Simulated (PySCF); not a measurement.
**SrGe+: bond curves at several levels of theory**

What are the lowest state that PBE0 finds, the bond length, vibrational wavenumber and bond energy of SrGe+, and how much do these hang on the method?

Computed with PySCF 2.14.0. Level: Sr def2-SVP with ECP28, Ge def2-SVP, scalar-relativistic core potentials.

## Step 1: Set-up

A driver script around PySCF takes these settings:

```yaml
atoms: Sr, Ge
charge: 1
basis: Sr def2-SVP with ECP28, Ge def2-SVP
Hamiltonian: scalar-relativistic core potentials
basis_functions: 55
electrons_treated: 41
masses_in_u: 87.9056, 73.9212
levels: PBE0, PBE, r²SCAN, B3LYP, r²SCANh, B97-3, ωB97X, HF, MP2, SCS-MP2, CCSD, CCSD(T)
grid: 80 radial by 434 angular points
occupations: held fixed by the projection of orbital angular momentum
dissociation_limit: Sr+ + Ge, each in its ground configuration
starting_distance_in_angstrom: 2.970
values_of_2S_to_try: 1, 3
```

Started as:

```sh
$ OMP_NUM_THREADS=1 python dia.py task.json out
```

After the search, every level is run at each distance in turn; below they are sorted by level.

## Step 2: Which determinant to follow

At the starting distance of 2.970 Å the search finds these solutions (others can lie among them):

| 2Ms+1 | unpaired | term | E (eV) | ⟨S²⟩ | ⟨Lz²⟩ | μ (D) |
| --- | --- | --- | --- | --- | --- | --- |
| 4 | σ ↑, π ↑↑ | ⁴Σ⁻ | 0.00 | 3.75 | 0.00 | -9.58 |
| 2 | π ↑ | ²Π | 0.39 | 0.77 | 1.01 | -7.63 |
| 2 | σ ↑, π ↑↓ | not assigned | 0.52 | 1.76 | 2.01 | -9.33 |
| 2 | σ ↓, π ↑↑ | not assigned | 0.56 | 1.76 | 0.00 | -9.20 |
| 2 | σ ↑ | not assigned | 1.21 | 0.75 | 2.00 | -9.01 |
| 4 | σ ↑↑, π ↑ | ⁴Π | 1.43 | 3.75 | 1.01 | -2.38 |
| 2 | π ↑ | ²Π | 1.94 | 0.77 | 1.01 | -9.31 |
| 4 | σ ↑, π ↑, δ ↑ | not assigned | 2.73 | 3.75 | 5.00 | -3.36 |
| 4 | σ ↑, π ↑, δ ↑ | not assigned | 2.73 | 3.75 | 5.00 | -3.35 |
| 4 | σ ↑, π ↑↑ | not assigned | 2.90 | 3.75 | 2.01 | -2.48 |

A term symbol stands only where ⟨S²⟩ and ⟨Lz²⟩ are near those of a pure state. A positive dipole points from Sr to Ge; in an ion it is taken about the centre of mass and does not tell which atom is negative.

Followed over a short scan are these candidates:

```
2Ms+1   unpaired  R at minimum (Å)  energy at minimum (eV)
    4  σ ↑, π ↑↑              2.86                    0.00
    2        π ↑              3.20                    0.33
    2  σ ↑, π ↑↓              2.87                    0.53
    2  σ ↓, π ↑↑              2.88                    0.57
    2        σ ↑              2.90                    1.22
```

The search made 10 SCF attempts at the starting distance; with the short scans it took 8.9 s of wall time (1 thread of Intel Xeon 6975P-C (Granite Rapids), shared host).

## Step 3: The PBE0 curve of the state that the search chose

State followed: ⁴Σ⁻ (quartet), unpaired electrons σ ↑, π ↑↑. The scan is laid around 2.859 Å.

Output of the SCF at 2.859 Å:

```text
******** <class 'pyscf.dft.uks_symm.SymAdaptedUKS'> ********
method = SymAdaptedUKS
initial guess = minao
damping factor = 0
level_shift factor = 0
DIIS = <class 'pyscf.scf.diis.CDIIS'>
diis_start_cycle = 1
diis_space = 10
diis_damp = 0
SCF conv_tol = 1e-09
SCF conv_tol_grad = None
SCF max_cycles = 60
direct_scf = False
max_memory 909 MB (current use 316 MB)
number electrons alpha = 22  beta = 19
XC library pyscf.dft.libxc version 7.0.0
    S. Lehtola, C. Steigemann, M. J.T. Oliveira, and M. A.L. Marques.,  SoftwareX 7, 1–5 (2018)
XC functionals = PBE0
    C. Adamo and V. Barone.,  J. Chem. Phys. 110, 6158 (1999)
    M. Ernzerhof and G. E. Scuseria.,  J. Chem. Phys. 110, 5029 (1999)
small_rho_cutoff = 0
Overwritten attributes  get_jk get_k get_j get_hcore get_occ  of <class 'pyscf.dft.uks_symm.SymAdaptedUKS'>
<class 'pyscf.dft.uks_symm.SymAdaptedUKS'> does not have attributes  refdm
Set gradient conv threshold to 3.16228e-05
init E= -2106.89046733938
cycle= 1 E= -2106.91135958066  delta_E= -0.0209  |g|= 0.0126  |ddm|= 0.0992
cycle= 2 E= -2106.91135587107  delta_E= 3.71e-06  |g|= 0.0156  |ddm|= 0.0816
cycle= 3 E= -2106.91157139832  delta_E= -0.000216  |g|= 0.00285  |ddm|= 0.0397
cycle= 4 E= -2106.91157534703  delta_E= -3.95e-06  |g|= 0.000374  |ddm|= 0.00391
cycle= 5 E= -2106.91157585367  delta_E= -5.07e-07  |g|= 0.000107  |ddm|= 0.00323
cycle= 6 E= -2106.91157588093  delta_E= -2.73e-08  |g|= 4.78e-05  |ddm|= 0.000633
cycle= 7 E= -2106.91157588442  delta_E= -3.49e-09  |g|= 1.76e-05  |ddm|= 0.000299
cycle= 8 E= -2106.91157588499  delta_E= -5.72e-10  |g|= 1.7e-06  |ddm|= 6.59e-05
Extra cycle  E= -2106.911575885  delta_E= -5e-12  |g|= 1.2e-06  |ddm|= 1.11e-05
converged SCF energy = -2106.911575885  <S^2> = 3.7510535  2S+1 = 4.0005267
```

Points of the scan, energies from the lowest:

| R (Å) | E (eV) | μ (D) | Mulliken charge of Sr (e) | Mayer bond order | ⟨S²⟩ | HOMO (eV) | LUMO (eV) |
| --- | --- | --- | --- | --- | --- | --- | --- |
| 2.4587 | 0.6827 | -7.54 | 0.86 | 1.61 | 3.75 | -9.97 | -6.69 |
| 2.5731 | 0.3030 | -8.05 | 0.91 | 1.55 | 3.75 | -9.84 | -6.76 |
| 2.6875 | 0.0943 | -8.54 | 0.95 | 1.50 | 3.75 | -9.61 | -6.83 |
| 2.7732 | 0.0207 | -8.88 | 0.98 | 1.46 | 3.75 | -9.46 | -6.88 |
| 2.8590 | 0.0000 | -9.20 | 1.00 | 1.42 | 3.75 | -9.31 | -6.92 |
| 2.9448 | 0.0198 | -9.50 | 1.02 | 1.39 | 3.75 | -9.18 | -6.95 |
| 3.0591 | 0.0918 | -9.86 | 1.04 | 1.34 | 3.75 | -9.02 | -7.00 |
| 3.2021 | 0.2299 | -10.25 | 1.06 | 1.29 | 3.75 | -8.85 | -7.05 |
| 3.3736 | 0.4323 | -10.61 | 1.07 | 1.22 | 3.75 | -8.68 | -7.10 |
| 3.6023 | 0.7153 | -10.86 | 1.06 | 1.10 | 3.75 | -8.52 | -7.16 |

Constants from the curve: Re = 2.856 Å, ωe = 193.4 cm⁻¹, ωexe = 0.490 cm⁻¹, αe = 0.000173 cm⁻¹, Be = 0.05147 cm⁻¹, De = 1.50 eV, μ = -9.19 D.

Orbitals nearest the gap at 2.859 Å:

```csv
spin,orbital,ε (eV),filled,made of
β,δ,-36.98,yes,Ge d 100 %
α,σ,-30.61,yes,Sr p 99 %
β,π,-30.46,yes,Sr p 100 %
β,π,-30.46,yes,Sr p 100 %
β,σ,-30.24,yes,Sr p 99 %
α,σ,-17.18,yes,Ge s 92 %
β,σ,-14.75,yes,Ge s 89 %
α,σ,-9.96,yes,"Ge p 59 %, Sr s 25 %, Sr d 10 %"
α,π,-9.31,yes,"Ge p 76 %, Sr d 19 %"
α,π,-9.31,yes,"Ge p 76 %, Sr d 19 %"
β,σ,-6.92,no,"Sr s 70 %, Ge p 24 %"
α,σ,-6.63,no,"Sr s 68 %, Sr d 15 %, Sr p 9 %"
β,π,-6.05,no,"Ge p 53 %, Sr d 41 %"
α,δ,-5.31,no,Sr d 100 %
```

Polarisability there: 129.7 bohr³ along the bond, 55.0 across it. Without diffuse functions these come out too small, above all across the bond.

## Step 4: Fields at the reference distance

Orbitals, density, ELF and potential are computed afterwards from the orbital file.

Frontier orbitals at PBE0 (alpha spin), with the share of their density that lies nearest to each atom:

```
orbital  energy (eV)             lies on
   HOMO        -9.31  Ge2 80 %; Sr1 20 %
   LUMO        -6.63  Sr1 87 %; Ge2 13 %
```

ELF in a plane through or near 2 of the atoms.

Ten even steps from '0' (0.00) to '9' (0.89):
```
0000000000013443333221100000
0000000000025665544443210000
0000000000025777666665431000
0001000000013688888876542100
0011100000012688888887643100
0111112344311489887888864210
0111125789852288754568985310
0111248999984276322236897420
1111269975896264257624798520
1112369920497253274643798520
1112369920497253274643798520
1111369975896164257624798520
0111248999984276322236897420
0111125789852288754568985310
0111112344312489887888864210
0011100000002688888887643100
0001000000013688888876542100
0000000000025777666665431000
0000000000025665544443210000
0000000000013443333221100000
```
The map spans 8.1 Å across and 5.2 Å up, centred on the molecule. Atoms in the plane (x, y in Å): Sr1 (-1.4, 0.0), Ge2 (1.4, 0.0).

log10 of the density (e/Å³) in the same plane.

Ten even steps from ' ' (-4.0) to '@' (3.1):
```
                ..........::::::::::::::::........      
        ............::::::::::::::::::::::::::......    
    ............::::::::::::--------------::::::......  
  ......::::::::::----------------------------::::......
  ....::::::::--------------------====--------::::::....
....::::::----==========----================----::::....
....::::----====++++++==============++========----::::..
..::::----==++++****++++========++++++++++====----::::..
..::::----==++****++**++++====++++**####++++====--::::..
..::::--====++**++==++**++====++**##@@%%**++====----::..
..::::--====++**++==++**++====++**##@@%%**++====----::..
..::::----==++****++**++++====++++**####++++====--::::..
..::::----==++++****++++========++++**++++====----::::..
....::::----====++++++==============++========----::::..
....::::::----==========----================----::::....
  ....::::::::--------------------====--------::::::....
  ......::::::::::----------------------------::::......
    ............::::::::::::--------------::::::......  
        ............::::::::::::::::::::::::::......    
                ..........::::::::::::::::........      
```
The map spans 8.1 Å across and 5.2 Å up, centred on the molecule. Atoms in the plane (x, y in Å): Sr1 (-1.4, 0.0), Ge2 (1.4, 0.0).

On the surface of density 0.002 e/bohr³ the electrostatic potential runs, from the 1st to the 99th percentile, from 3.29 V near Ge2 to 10.79 V near Sr1.

The spin density lies nearest to Ge2 76 %; Sr1 24 %.

Core electrons inside the core potentials are missing from the density.

## Step 5: Excited determinants

State 2: ²Π (doublet), unpaired electrons π ↑, an excited solution.

The SCF at the reference distance, 2.859 Å, printed:

```text
[... 13 set-up lines left out, the same as in an earlier log ...]
max_memory 909 MB (current use 372 MB)
number electrons alpha = 21  beta = 20
[... 7 set-up lines left out, the same as in an earlier log ...]
init E= -2106.88110036515
cycle= 1 E= -2106.89069871482  delta_E= -0.0096  |g|= 0.00741  |ddm|= 0.103
cycle= 2 E= -2106.89074685989  delta_E= -4.81e-05  |g|= 0.00468  |ddm|= 0.027
cycle= 3 E= -2106.89076474525  delta_E= -1.79e-05  |g|= 0.000885  |ddm|= 0.0105
cycle= 4 E= -2106.89076598628  delta_E= -1.24e-06  |g|= 0.000858  |ddm|= 0.00702
cycle= 5 E= -2106.89076697822  delta_E= -9.92e-07  |g|= 0.000204  |ddm|= 0.0027
cycle= 6 E= -2106.89076729941  delta_E= -3.21e-07  |g|= 0.00011  |ddm|= 0.00256
cycle= 7 E= -2106.89076744212  delta_E= -1.43e-07  |g|= 8.24e-05  |ddm|= 0.0019
cycle= 8 E= -2106.89076755004  delta_E= -1.08e-07  |g|= 2.57e-05  |ddm|= 0.00244
cycle= 9 E= -2106.89076756385  delta_E= -1.38e-08  |g|= 5.93e-06  |ddm|= 0.00114
cycle= 10 E= -2106.890767564  delta_E= -1.54e-10  |g|= 1.09e-06  |ddm|= 0.000101
Extra cycle  E= -2106.89076756401  delta_E= -3.18e-12  |g|= 9.5e-07  |ddm|= 8.05e-06
converged SCF energy = -2106.89076756401  <S^2> = 0.76111545  2S+1 = 2.0110847
```

Re = 3.184 Å, ωe = 142.8 cm⁻¹, ωexe = 0.568 cm⁻¹, αe = 0.000179 cm⁻¹, Be = 0.04141 cm⁻¹, μ = -7.76 D. Its minimum lies 0.34 eV above that of the lowest state.

State 3: Ms = 0.5 determinant of mixed spin (⟨S²⟩ = 1.76), unpaired electrons σ ↑, π ↑↓, an excited solution.

The SCF at the reference distance, 2.859 Å, printed:

```text
[... 22 set-up lines left out, the same as in an earlier log ...]
init E= -2106.87135340664
cycle= 1 E= -2106.89197845808  delta_E= -0.0206  |g|= 0.0128  |ddm|= 0.101
cycle= 2 E= -2106.89195705906  delta_E= 2.14e-05  |g|= 0.0162  |ddm|= 0.0833
cycle= 3 E= -2106.8921963525  delta_E= -0.000239  |g|= 0.0029  |ddm|= 0.0412
cycle= 4 E= -2106.89220093129  delta_E= -4.58e-06  |g|= 0.000463  |ddm|= 0.00467
cycle= 5 E= -2106.8922020469  delta_E= -1.12e-06  |g|= 0.000164  |ddm|= 0.00491
cycle= 6 E= -2106.89220215286  delta_E= -1.06e-07  |g|= 8.34e-05  |ddm|= 0.00111
cycle= 7 E= -2106.89220217636  delta_E= -2.35e-08  |g|= 3.02e-05  |ddm|= 0.000702
cycle= 8 E= -2106.89220218048  delta_E= -4.12e-09  |g|= 7.44e-06  |ddm|= 0.000217
cycle= 9 E= -2106.89220218084  delta_E= -3.56e-10  |g|= 1.19e-06  |ddm|= 7.28e-05
Extra cycle  E= -2106.89220218085  delta_E= -1.09e-11  |g|= 5.36e-07  |ddm|= 8.14e-06
converged SCF energy = -2106.89220218085  <S^2> = 1.7585953  2S+1 = 2.8344984
```

Re = 2.869 Å, ωe = 187.1 cm⁻¹; the determinant mixes terms (⟨S²⟩ = 1.76, ⟨Lz²⟩ = 2.01), so these belong to no real state. Its minimum lies 0.53 eV above that of the lowest state.

State 4: Ms = 0.5 determinant of mixed spin (⟨S²⟩ = 1.76), unpaired electrons σ ↓, π ↑↑, an excited solution.

The SCF at the reference distance, 2.859 Å, printed:

```text
[... 22 set-up lines left out, the same as in an earlier log ...]
init E= -2106.8696770633
cycle= 1 E= -2106.89045679291  delta_E= -0.0208  |g|= 0.013  |ddm|= 0.107
cycle= 2 E= -2106.89045544097  delta_E= 1.35e-06  |g|= 0.0163  |ddm|= 0.0884
cycle= 3 E= -2106.89068963497  delta_E= -0.000234  |g|= 0.00292  |ddm|= 0.0409
cycle= 4 E= -2106.89069470262  delta_E= -5.07e-06  |g|= 0.000576  |ddm|= 0.00571
cycle= 5 E= -2106.89069662325  delta_E= -1.92e-06  |g|= 0.000228  |ddm|= 0.00759
cycle= 6 E= -2106.89069682059  delta_E= -1.97e-07  |g|= 0.000102  |ddm|= 0.0017
cycle= 7 E= -2106.89069685898  delta_E= -3.84e-08  |g|= 3.4e-05  |ddm|= 0.00122
cycle= 8 E= -2106.89069686271  delta_E= -3.73e-09  |g|= 6.36e-06  |ddm|= 0.000268
cycle= 9 E= -2106.89069686282  delta_E= -1.09e-10  |g|= 5.8e-07  |ddm|= 5.52e-05
Extra cycle  E= -2106.89069686282  delta_E= -2.27e-12  |g|= 4.09e-07  |ddm|= 2.76e-06
converged SCF energy = -2106.89069686282  <S^2> = 1.7608565  2S+1 = 2.8360935
```

Re = 2.873 Å, ωe = 179.3 cm⁻¹; the determinant mixes terms (⟨S²⟩ = 1.76, ⟨Lz²⟩ = 0.00), so these belong to no real state. Its minimum lies 0.57 eV above that of the lowest state.

Energy (eV) from the lowest point of the lowest state:

```
R (Å)  lowest  state 2  state 3  state 4
2.459   0.683    2.135    1.226    1.248
2.573   0.303    1.452    0.844    0.877
2.688   0.094    0.983    0.631    0.671
2.773   0.021    0.739    0.553    0.595
2.859   0.000    0.566    0.527    0.568
2.945   0.020    0.451    0.541    0.579
3.059   0.092    0.366    0.603    0.633
3.202   0.230    0.339    0.727    0.740
3.374   0.432    0.382    0.910    0.891
3.602   0.715    0.504    1.162    1.085
```

## Step 6: PBE

Log of the SCF at 2.859 Å:

```text
[... 17 set-up lines left out, the same as in an earlier log ...]
XC functionals = PBE
    J. P. Perdew, K. Burke, and M. Ernzerhof.,  Phys. Rev. Lett. 77, 3865 (1996)
    J. P. Perdew, K. Burke, and M. Ernzerhof.,  Phys. Rev. Lett. 78, 1396 (1997)
    J. P. Perdew, K. Burke, and M. Ernzerhof.,  Phys. Rev. Lett. 77, 3865 (1996)
    J. P. Perdew, K. Burke, and M. Ernzerhof.,  Phys. Rev. Lett. 78, 1396 (1997)
[... 2 set-up lines left out, the same as in an earlier log ...]
init E= -2106.86282364505
cycle= 1 E= -2106.86175974717  delta_E= 0.00106  |g|= 0.0778  |ddm|= 0.246
cycle= 2 E= -2106.85158352566  delta_E= 0.0102  |g|= 0.138  |ddm|= 0.421
cycle= 3 E= -2106.8642198365  delta_E= -0.0126  |g|= 0.0162  |ddm|= 0.344
cycle= 4 E= -2106.86461432852  delta_E= -0.000394  |g|= 0.0017  |ddm|= 0.0568
cycle= 5 E= -2106.86461820417  delta_E= -3.88e-06  |g|= 0.000711  |ddm|= 0.00827
cycle= 6 E= -2106.86461881277  delta_E= -6.09e-07  |g|= 0.0001  |ddm|= 0.00194
cycle= 7 E= -2106.86461882721  delta_E= -1.44e-08  |g|= 1.81e-05  |ddm|= 0.000286
cycle= 8 E= -2106.86461882767  delta_E= -4.57e-10  |g|= 5.25e-06  |ddm|= 7.4e-05
Extra cycle  E= -2106.86461882749  delta_E= 1.8e-10  |g|= 1.21e-05  |ddm|= 5.51e-05
converged SCF energy = -2106.86461882749  <S^2> = 3.750668  2S+1 = 4.000334
```

Re = 2.877 Å, ωe = 183.7 cm⁻¹, ωexe = 0.489 cm⁻¹, αe = 0.000181 cm⁻¹, Be = 0.05073 cm⁻¹, De = 1.62 eV, μ = -8.31 D.

## Step 7: r²SCAN (meta-GGA)

The SCF at the reference distance, 2.859 Å, printed:

```text
[... 17 set-up lines left out, the same as in an earlier log ...]
XC functionals = R2SCAN
    J. W. Furness, A. D. Kaplan, J. Ning, J. P. Perdew, and J. Sun.,  J. Phys. Chem. Lett. 11, 8208-8215 (2020)
    J. W. Furness, A. D. Kaplan, J. Ning, J. P. Perdew, and J. Sun.,  J. Phys. Chem. Lett. 11, 9248-9248 (2020)
    J. W. Furness, A. D. Kaplan, J. Ning, J. P. Perdew, and J. Sun.,  J. Phys. Chem. Lett. 11, 8208-8215 (2020)
    J. W. Furness, A. D. Kaplan, J. Ning, J. P. Perdew, and J. Sun.,  J. Phys. Chem. Lett. 11, 9248-9248 (2020)
[... 2 set-up lines left out, the same as in an earlier log ...]
init E= -2107.18903372243
cycle= 1 E= -2107.18979222555  delta_E= -0.000759  |g|= 0.0102  |ddm|= 0.0923
cycle= 2 E= -2107.18976800329  delta_E= 2.42e-05  |g|= 0.00946  |ddm|= 0.034
cycle= 3 E= -2107.18982501146  delta_E= -5.7e-05  |g|= 0.00323  |ddm|= 0.0291
cycle= 4 E= -2107.18983703908  delta_E= -1.2e-05  |g|= 0.000855  |ddm|= 0.0107
cycle= 5 E= -2107.18983767629  delta_E= -6.37e-07  |g|= 0.00011  |ddm|= 0.0022
cycle= 6 E= -2107.18983768785  delta_E= -1.16e-08  |g|= 3.89e-05  |ddm|= 0.000339
cycle= 7 E= -2107.18983768951  delta_E= -1.66e-09  |g|= 9.66e-06  |ddm|= 9.67e-05
cycle= 8 E= -2107.18983768965  delta_E= -1.46e-10  |g|= 1.87e-06  |ddm|= 3.5e-05
Extra cycle  E= -2107.18983768966  delta_E= -8.19e-12  |g|= 1.52e-06  |ddm|= 8.67e-06
converged SCF energy = -2107.18983768966  <S^2> = 3.752028  2S+1 = 4.0010139
```

Re = 2.866 Å, ωe = 191.3 cm⁻¹, ωexe = 0.465 cm⁻¹, αe = 0.000168 cm⁻¹, Be = 0.05112 cm⁻¹, De = 1.69 eV, μ = -9.31 D. 7.8 s of CPU time for 12 points, integrals apart.

## Step 8: B3LYP (global hybrid GGA)

Log of the SCF at 2.859 Å:

```text
[... 13 set-up lines left out, the same as in an earlier log ...]
max_memory 909 MB (current use 373 MB)
[... 3 set-up lines left out, the same as in an earlier log ...]
XC functionals = B3LYP
    P. J. Stephens, F. J. Devlin, C. F. Chabalowski, and M. J. Frisch.,  J. Phys. Chem. 98, 11623 (1994)
[... 2 set-up lines left out, the same as in an earlier log ...]
init E= -2107.23050244231
cycle= 1 E= -2107.23101662201  delta_E= -0.000514  |g|= 0.0246  |ddm|= 0.131
cycle= 2 E= -2107.23092212162  delta_E= 9.45e-05  |g|= 0.0293  |ddm|= 0.0541
cycle= 3 E= -2107.23116568646  delta_E= -0.000244  |g|= 0.00241  |ddm|= 0.0419
cycle= 4 E= -2107.23117287413  delta_E= -7.19e-06  |g|= 0.000516  |ddm|= 0.00795
cycle= 5 E= -2107.23117347091  delta_E= -5.97e-07  |g|= 0.000152  |ddm|= 0.00366
cycle= 6 E= -2107.2311735069  delta_E= -3.6e-08  |g|= 4.28e-05  |ddm|= 0.000655
cycle= 7 E= -2107.23117350946  delta_E= -2.56e-09  |g|= 1.04e-05  |ddm|= 0.000227
cycle= 8 E= -2107.23117350963  delta_E= -1.7e-10  |g|= 1.45e-06  |ddm|= 5.86e-05
Extra cycle  E= -2107.23117350963  delta_E= -5e-12  |g|= 1.46e-06  |ddm|= 1.33e-05
converged SCF energy = -2107.23117350963  <S^2> = 3.7505574  2S+1 = 4.0002787
```

Re = 2.885 Å, ωe = 183.8 cm⁻¹, ωexe = 0.535 cm⁻¹, αe = 0.000185 cm⁻¹, Be = 0.05043 cm⁻¹, De = 1.24 eV, μ = -8.76 D.

## Step 9: r²SCANh (hybrid meta-GGA)

Log of the SCF at 2.859 Å:

```text
[... 17 set-up lines left out, the same as in an earlier log ...]
XC functionals = HYB_MGGA_XC_R2SCANH
    M. Bursch, H. Neugebauer, S. Ehlert, and S. Grimme.,  J. Chem. Phys. 156, 134105 (2022)
[... 2 set-up lines left out, the same as in an earlier log ...]
init E= -2107.17350062523
cycle= 1 E= -2107.17385689066  delta_E= -0.000356  |g|= 0.0108  |ddm|= 0.0829
cycle= 2 E= -2107.17372347952  delta_E= 0.000133  |g|= 0.0179  |ddm|= 0.0632
cycle= 3 E= -2107.17396396709  delta_E= -0.00024  |g|= 0.0007  |ddm|= 0.0378
cycle= 4 E= -2107.17396475403  delta_E= -7.87e-07  |g|= 0.000317  |ddm|= 0.00333
cycle= 5 E= -2107.17396489797  delta_E= -1.44e-07  |g|= 7.05e-05  |ddm|= 0.000903
cycle= 6 E= -2107.17396490773  delta_E= -9.76e-09  |g|= 1.54e-05  |ddm|= 0.000259
cycle= 7 E= -2107.17396490851  delta_E= -7.77e-10  |g|= 4.72e-06  |ddm|= 8.63e-05
Extra cycle  E= -2107.17396490853  delta_E= -2.27e-11  |g|= 3.66e-06  |ddm|= 2.02e-05
converged SCF energy = -2107.17396490853  <S^2> = 3.7521157  2S+1 = 4.0010577
```

Re = 2.861 Å, ωe = 193.6 cm⁻¹, ωexe = 0.467 cm⁻¹, αe = 0.000166 cm⁻¹, Be = 0.05131 cm⁻¹, De = 1.63 eV, μ = -9.50 D. 8.2 s of CPU time for 12 points, integrals apart.

## Step 10: B97-3 (global hybrid GGA)

The SCF at the reference distance, 2.859 Å, printed:

```text
[... 17 set-up lines left out, the same as in an earlier log ...]
XC functionals = HYB_GGA_XC_B97_3
    T. W. Keal and D. J. Tozer.,  J. Chem. Phys. 123, 121103 (2005)
[... 2 set-up lines left out, the same as in an earlier log ...]
init E= -2106.99987342147
cycle= 1 E= -2107.00075503223  delta_E= -0.000882  |g|= 0.0155  |ddm|= 0.13
cycle= 2 E= -2107.00082702557  delta_E= -7.2e-05  |g|= 0.0138  |ddm|= 0.0469
cycle= 3 E= -2107.00086368322  delta_E= -3.67e-05  |g|= 0.00152  |ddm|= 0.0152
cycle= 4 E= -2107.0008676708  delta_E= -3.99e-06  |g|= 0.00109  |ddm|= 0.0155
cycle= 5 E= -2107.0008690226  delta_E= -1.35e-06  |g|= 0.000183  |ddm|= 0.00584
cycle= 6 E= -2107.00086906691  delta_E= -4.43e-08  |g|= 5.1e-05  |ddm|= 0.000732
cycle= 7 E= -2107.00086907084  delta_E= -3.93e-09  |g|= 1.46e-05  |ddm|= 0.000176
cycle= 8 E= -2107.00086907122  delta_E= -3.84e-10  |g|= 3.87e-06  |ddm|= 5.23e-05
Extra cycle  E= -2107.00086907128  delta_E= -5.23e-11  |g|= 1.65e-06  |ddm|= 1.99e-05
converged SCF energy = -2107.00086907128  <S^2> = 3.751875  2S+1 = 4.0009374
```

Re = 2.871 Å, ωe = 193.2 cm⁻¹, ωexe = 0.455 cm⁻¹, αe = 0.000162 cm⁻¹, Be = 0.05093 cm⁻¹, De = 1.36 eV, μ = -9.54 D. 5.1 s of CPU time for 12 points, integrals apart.

(Part 1 of 2 ends here.)
